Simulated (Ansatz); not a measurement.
# CClFInN (SMILES N#[C][In]([F])[Cl]): one structure at several levels

A test off equilibrium: a structure displaced at random from a GFN2-xTB minimum is computed at several levels, and each is set against CCSD(T).

Program: Ansatz 0.2.0, Gaussian basis. Level of theory: single points in def2-TZVPP. These are calculated values, not measurements.

Correlated methods freeze the cores. Filled d shells of the heavier atoms are correlated. Core potentials replace the inner electrons past krypton, and spin-orbit coupling is left out. B3LYP uses VWN-RPA correlation.

### 1 The starting structure

SMILES `N#[C][In]([F])[Cl]`, 5 atoms, charge 0, spin multiplicity 1.

Atoms are counted from 1 here; the program's logs count them from 0.

Bond lengths: N1–C2 1.140 Å, C2–In3 2.213 Å, In3–F4 1.996 Å, In3–Cl5 2.253 Å. Angles: N1–C2–In3 179.7°, C2–In3–F4 106.2°, C2–In3–Cl5 136.7°, F4–In3–Cl5 117.1°.

Coordinates:

```
N    -1.5052    1.3318    1.7203
C    -0.8566    0.7899    0.9558
In    0.4110   -0.2623   -0.5221
F     0.3906   -2.1893   -0.0020
Cl    1.5805    0.2902   -2.3673
```

### 2 CCSD(T)/def2-TZVPP

The input, run/in.yaml:

```yaml
crystal:
  periodic: [false, false, false]
  atoms:
    - {symbol: N, position_ang: [-1.505200, 1.331800, 1.720300]}
    - {symbol: C, position_ang: [-0.856600, 0.789900, 0.955800]}
    - {symbol: In, position_ang: [0.411000, -0.262300, -0.522100]}
    - {symbol: F, position_ang: [0.390600, -2.189300, -0.002000]}
    - {symbol: Cl, position_ang: [1.580500, 0.290200, -2.367300]}
basis:
  gaussian: {orbitals: def2-TZVPP}
correlation: {method: ccsd_t}
```

The command line of these runs was not kept.

### 3 PBE0-D4/def2-TZVPP

run/in.yaml, as its differences from that of step 2:

```diff
@@ -10,2 +10,3 @@
   gaussian: {orbitals: def2-TZVPP}
-correlation: {method: ccsd_t}
+hamiltonian: {xc: pbe0, dispersion: d4}
+output: {forces: true, orbitals: {seedname: orbitals}}
```

### 4 wB97M-V/def2-TZVPP

run/in.yaml, as its differences from that of step 3:

```diff
@@ -10,3 +10,3 @@
   gaussian: {orbitals: def2-TZVPP}
-hamiltonian: {xc: pbe0, dispersion: d4}
-output: {forces: true, orbitals: {seedname: orbitals}}
+hamiltonian: {xc: {name: wB97M-V}}
+output: {forces: true}
```

### 5 r2SCAN-D4/def2-TZVPP

run/in.yaml, as its differences from that of step 4:

```diff
@@ -10,3 +10,3 @@
   gaussian: {orbitals: def2-TZVPP}
-hamiltonian: {xc: {name: wB97M-V}}
+hamiltonian: {xc: r2scan, dispersion: d4}
 output: {forces: true}
```

### 6 PBE-D4/def2-TZVPP

run/in.yaml, as its differences from that of step 5:

```diff
@@ -10,3 +10,3 @@
   gaussian: {orbitals: def2-TZVPP}
-hamiltonian: {xc: r2scan, dispersion: d4}
+hamiltonian: {xc: pbe, dispersion: d4}
 output: {forces: true}
```

### 7 B3LYP-D4/def2-TZVPP

run/in.yaml, as its differences from that of step 6:

```diff
@@ -10,3 +10,3 @@
   gaussian: {orbitals: def2-TZVPP}
-hamiltonian: {xc: pbe, dispersion: d4}
+hamiltonian: {xc: {name: B3LYP}, dispersion: d4}
 output: {forces: true}
```

### 8 B97M-V/def2-TZVPP

run/in.yaml, as its differences from that of step 7:

```diff
@@ -10,3 +10,3 @@
   gaussian: {orbitals: def2-TZVPP}
-hamiltonian: {xc: {name: B3LYP}, dispersion: d4}
+hamiltonian: {xc: {name: B97M-V}}
 output: {forces: true}
```

(Steps that only read results are left out.)

What does the calculation give? Wanted: energy less free atoms, CCSD(T)/def2-TZVPP; RMS force component; HOMO and LUMO, PBE0-D4; T1 diagnostic.

The runs gave:

| quantity | value |
| --- | --- |
| energy less free atoms, CCSD(T)/def2-TZVPP | -1761.8 kJ/mol |
| RMS force component | 1.098 to 1.542 eV/Å over the methods |
| HOMO and LUMO, PBE0-D4 | -10.15 and -3.25 eV |
| T1 diagnostic | 0.016 |

**Reading.** Against CCSD(T) the functionals' energies less atoms differ by -152.9 to -37.4 kJ/mol, PBE-D4 by -152.9 kJ/mol. CCSD(T) in triple zeta still lacks some correlation energy of the bonds, so part of these gaps is its own basis error and they don't rank the functionals. No sound CCSD(T) forces are at hand. Among the functionals the RMS force differs by up to 40 %.
